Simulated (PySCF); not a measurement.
**Ba, Ba+: ionisation energy in cc-pVDZ-X2C**

Each state of barium is computed at each level; their differences give the ionisation energy. How far do the methods differ?

The numbers are computed with PySCF 2.14.0 (unrestricted determinants in a Gaussian basis, no spin-orbit coupling in the energies), except any that are marked as measured or tabulated.

## 1. What is computed

| Item | Value |
| --- | --- |
| Element | barium (Z = 56) |
| Basis | cc-pVDZ-X2C (7s6p4d, 45 functions) |
| Hamiltonian | the spin-free X2C one-electron Hamiltonian (Gaussian nucleus) |
| State 1 | Ba: [Xe] 6s2, closed-shell 1S |
| State 2 | Ba+: [Xe] 6s1, 2S determinant |
| Methods | UHF, r2SCAN, M06-2X, MP2, CCSD(T) |
| Core shells frozen in the correlated runs | valence: [Xe] (for Ba) |

The outer shells:

Ba [Xe] 6s2
```
[Xe] core
6s [↑↓]
```

Ba+ [Xe] 6s1
```
[Xe] core
6s [↑ ]
```

The runs were made by one driver on top of PySCF. The scripts below sum up each run's settings (the driver also hands on starting orbitals that pick excited configurations, and frozen orbitals as a list rather than a count), and the logs come from the driver's own runs. The driver starts from symmetry-adapted Hartree-Fock orbitals, holds the occupation by maximum overlap and uses a logarithmic radial grid for functionals, so a plain start would take other cycles.

It was started by

```console
$ OMP_NUM_THREADS=1 python atomrun2.py TASK.json OUT
```

The integrals over 45 functions and the set-up took 1.5 s of CPU time.

## 2. Ba

Level: UHF.

The input, input.py:

```python
from pyscf import gto, scf, dft, mp, cc
import basis_set_exchange as bse
mol = gto.M(atom="Ba 0 0 0", charge=0, spin=0, symmetry="D2h",
            basis=gto.basis.parse(bse.get_basis("cc-pVDZ-X2C", elements=["Ba"], fmt="nwchem", header=False)),
            nucmod="G")
mf = scf.UHF(mol).sfx2c1e()
mf.irrep_nelec = {'Ag': (10, 10), 'B1g': (2, 2), 'B2g': (2, 2), 'B3g': (2, 2), 'B1u': (4, 4), 'B2u': (4, 4), 'B3u': (4, 4)}
mf.kernel()
```

Level: r2SCAN.

input.py, as changed from the run before:

```diff
@@ -5,3 +5,3 @@
             nucmod="G")
-mf = scf.UHF(mol).sfx2c1e()
+mf = dft.UKS(mol, xc="R2SCAN").sfx2c1e()
 mf.irrep_nelec = {'Ag': (10, 10), 'B1g': (2, 2), 'B2g': (2, 2), 'B3g': (2, 2), 'B1u': (4, 4), 'B2u': (4, 4), 'B3u': (4, 4)}
```

Level: M06-2X.

input.py, as changed from the run before:

```diff
@@ -5,3 +5,3 @@
             nucmod="G")
-mf = dft.UKS(mol, xc="R2SCAN").sfx2c1e()
+mf = dft.UKS(mol, xc="M062X").sfx2c1e()
 mf.irrep_nelec = {'Ag': (10, 10), 'B1g': (2, 2), 'B2g': (2, 2), 'B3g': (2, 2), 'B1u': (4, 4), 'B2u': (4, 4), 'B3u': (4, 4)}
```

Level: MP2 (valence).

input.py, as changed from the run before:

```diff
@@ -5,4 +5,5 @@
             nucmod="G")
-mf = dft.UKS(mol, xc="M062X").sfx2c1e()
+mf = scf.UHF(mol).sfx2c1e()
 mf.irrep_nelec = {'Ag': (10, 10), 'B1g': (2, 2), 'B2g': (2, 2), 'B3g': (2, 2), 'B1u': (4, 4), 'B2u': (4, 4), 'B3u': (4, 4)}
 mf.kernel()
+mp.UMP2(mf, frozen=27).kernel()
```

Level: CCSD(T) (valence).

input.py, as changed from the run before:

```diff
@@ -8,2 +8,3 @@
 mf.kernel()
-mp.UMP2(mf, frozen=27).kernel()
+mycc = cc.CCSD(mf, frozen=27).run()
+mycc.ccsd_t()
```

## 3. Ba+: the ladder of methods

Level: UHF.

The input, input.py:

```python
from pyscf import gto, scf, dft, mp, cc
import basis_set_exchange as bse
mol = gto.M(atom="Ba 0 0 0", charge=1, spin=1, symmetry="D2h",
            basis=gto.basis.parse(bse.get_basis("cc-pVDZ-X2C", elements=["Ba"], fmt="nwchem", header=False)),
            nucmod="G")
mf = scf.UHF(mol).sfx2c1e()
mf.irrep_nelec = {'Ag': (10, 9), 'B1g': (2, 2), 'B2g': (2, 2), 'B3g': (2, 2), 'B1u': (4, 4), 'B2u': (4, 4), 'B3u': (4, 4)}
mf.kernel()
```

Level: r2SCAN.

input.py, as changed from the run before:

```diff
@@ -5,3 +5,3 @@
             nucmod="G")
-mf = scf.UHF(mol).sfx2c1e()
+mf = dft.UKS(mol, xc="R2SCAN").sfx2c1e()
 mf.irrep_nelec = {'Ag': (10, 9), 'B1g': (2, 2), 'B2g': (2, 2), 'B3g': (2, 2), 'B1u': (4, 4), 'B2u': (4, 4), 'B3u': (4, 4)}
```

Level: M06-2X.

input.py, as changed from the run before:

```diff
@@ -5,3 +5,3 @@
             nucmod="G")
-mf = dft.UKS(mol, xc="R2SCAN").sfx2c1e()
+mf = dft.UKS(mol, xc="M062X").sfx2c1e()
 mf.irrep_nelec = {'Ag': (10, 9), 'B1g': (2, 2), 'B2g': (2, 2), 'B3g': (2, 2), 'B1u': (4, 4), 'B2u': (4, 4), 'B3u': (4, 4)}
```

**Question.** What will these runs give?

**Answer**, as computed:

```
             quantity                                               value
ionisation energy, Ba  UHF 4.278, FCI (valence) 4.912 eV; reference 5.212
```

Each level's miss and price (over 1 difference):

```csv
method,mean absolute miss against the measured value (with the measured fine structure taken into account where it is known) (eV),"CPU time, both states (s)"
UHF,0.933,0.2
r2SCAN,0.259,1.4
M06-2X,0.243,1.5
MP2 (valence),0.531,
SCS-MP2 (valence),0.451,
CCSD (valence),0.299,
CCSD(T) (valence),0.299,
CCSDT (valence),0.299,
FCI (valence),0.299,
```

What this shows: M06-2X lands nearest to the measured value (off by 0.24 eV), level with r2SCAN; UHF misses by most (0.93 eV). Hartree-Fock falls short because the species with more electrons holds more correlation energy, which it lacks. All values hold for this basis alone; no basis-set limit was taken. The dearest level timed, M06-2X, costs 7.3 times the cheapest, UHF, and differs from the measured value (with the measured fine structure taken into account where it is known) by 0.24 against 0.93 eV.
